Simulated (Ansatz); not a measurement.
# Be3Fe, space group Pm-3m: a run that restarts from a saved state

Computed with Ansatz 0.2.0 through its Python package.

At the Python prompt:
```pycon
>>> import warnings
>>> import ansatz
>>> warnings.simplefilter("ignore", ansatz.DeckWarning)
>>> system = (
...     ansatz.Lattice.of([3.23900111, 0.0, 0.0], [0.0, 3.23900111, 0.0], [0.0, 0.0, 3.23900111])
...     .atom("Be", [0.0, 0.5, 0.5])
...     .atom("Be", [0.5, 0.0, 0.5])
...     .atom("Be", [0.5, 0.5, 0.0])
...     .atom("Fe", [0.0, 0.0, 0.0])
...     .moments(Fe=3.5)
... )
>>> len(system.resolved().sites)
4
>>> setup = (
...     system.calculation()
...     .spin("collinear")
...     .pseudopotentials("paw")
...     .basis(34 * ansatz.Ry)
...     .functional("pbesol")
...     .occupations("fermi_dirac", width=0.05)
... )
>>> coarse = setup.kpoints(*(3, 3, 3)).checkpoint(write="state").run(threads=1, pin="off").report
>>> warm = setup.kpoints(*(7, 7, 7)).checkpoint(read="state").run(threads=1, pin="off").report
>>> cold = setup.kpoints(*(7, 7, 7)).run(threads=1, pin="off").report
>>> for label, report in (("coarse", coarse), ("fine, from the saved density", warm), ("fine, fresh start", cold)):
...     print(f"{label:30s} F = {report['free_energy_ev']:.5f} eV  iterations {report['n_iterations']}")
...
coarse                         F = -4720.73515 eV  iterations 11
fine, from the saved density   F = -4720.73104 eV  iterations 10
fine, fresh start              F = -4720.73104 eV  iterations 12
```

Reading the output:
- Total energies depend on the potentials; only differences at equal settings carry meaning. A total without «per atom» is that of the cell as typed.
- The magnetic order follows from the starting moments and needn't be the lowest.
- The mesh is modest for a metal, so energies can be off by several to tens of meV an atom and pressures by half a GPa or more; differences at equal mesh fare better.
- This cell is a computed structure, which may not be the phase found in nature.
- The whole script took 6.3 s on 1 thread of Arm Neoverse V1, with other jobs on the host, peak memory 0.36 GiB.
